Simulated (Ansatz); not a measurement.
# C2H10OSiSn: the cost of one run

Program: Ansatz 0.2.0. Level of theory: RKS PBE-D4/def2-SVP. These are calculated values, not measurements.

### 1 Starting point

Bond lengths: C1–Sn2 2.082 Å, Sn2–O3 1.959 Å, Sn2–C4 2.119 Å, C4–Si5 1.871 Å, C1–H6 1.129 Å, C1–H7 1.118 Å, C1–H8 1.167 Å, Sn2–H9 1.769 Å, O3–H10 0.961 Å, C4–H11 1.192 Å, C4–H12 1.069 Å, Si5–H13 1.441 Å, Si5–H14 1.511 Å, Si5–H15 1.457 Å. Angles (14 of 25 angles, heavy atoms first): C1–Sn2–O3 108.8°, C1–Sn2–C4 111.6°, O3–Sn2–C4 107.3°, Sn2–C4–Si5 111.0°, C1–Sn2–H9 108.1°, O3–Sn2–H9 109.8°, C4–Sn2–H9 111.3°, Sn2–C1–H6 112.7°, Sn2–C1–H7 112.6°, Sn2–C1–H8 110.2°, Sn2–O3–H10 107.2°, Sn2–C4–H11 106.5°, Sn2–C4–H12 111.6°, Si5–C4–H11 106.7°.

Structure file:

```xyz
15

C    -0.8645    1.0307    1.6549
Sn    0.5348   -0.4146    1.1203
O     2.2691    0.4539    0.8481
C     0.0151   -1.3654   -0.7004
Si   -0.1996   -0.1134   -2.0747
H    -1.9115    0.6163    1.7319
H    -0.6071    1.5428    2.6147
H    -0.9047    1.8711    0.8467
H     0.6517   -1.5823    2.4442
H     2.1224    1.2054    0.2671
H    -1.0514   -1.8687   -0.5261
H     0.7178   -2.1279   -0.9612
H     1.0491    0.5806   -2.2647
H    -1.2381    0.9074   -1.6703
H    -0.6050   -0.7866   -3.3011
```

### 2 End point A

input.yaml

```yaml
crystal:
  periodic: [false, false, false]
  atoms:
    - { symbol: C, position_ang: [-0.8645, 1.0307, 1.6549] }
    - { symbol: Sn, position_ang: [0.5348, -0.4146, 1.1203] }
    - { symbol: O, position_ang: [2.2691, 0.4539, 0.8481] }
    - { symbol: C, position_ang: [0.0151, -1.3654, -0.7004] }
    - { symbol: Si, position_ang: [-0.1996, -0.1134, -2.0747] }
    - { symbol: H, position_ang: [-1.9115, 0.6163, 1.7319] }
    - { symbol: H, position_ang: [-0.6071, 1.5428, 2.6147] }
    - { symbol: H, position_ang: [-0.9047, 1.8711, 0.8467] }
    - { symbol: H, position_ang: [0.6517, -1.5823, 2.4442] }
    - { symbol: H, position_ang: [2.1224, 1.2054, 0.2671] }
    - { symbol: H, position_ang: [-1.0514, -1.8687, -0.5261] }
    - { symbol: H, position_ang: [0.7178, -2.1279, -0.9612] }
    - { symbol: H, position_ang: [1.0491, 0.5806, -2.2647] }
    - { symbol: H, position_ang: [-1.2381, 0.9074, -1.6703] }
    - { symbol: H, position_ang: [-0.605, -0.7866, -3.3011] }
basis:
  gaussian: { orbitals: def2-SVP }
hamiltonian:
  xc: pbe
  dispersion: d4
relax:
  f_tol: 0.015
  max_steps: 40
output:
  orbitals: {}
```

On the command line:

```
$ ansatz run input.yaml --threads 2 --pin off --max-ram 3072MiB --backend cpu --events-out ev --progress --plain --runs-dir out
```

**Question.** How long does this run take on 2 threads of Intel Xeon Platinum 8488C (Sapphire Rapids), shared host, and how much memory does it need?

About 50 s, with a peak of 0.21 GiB.
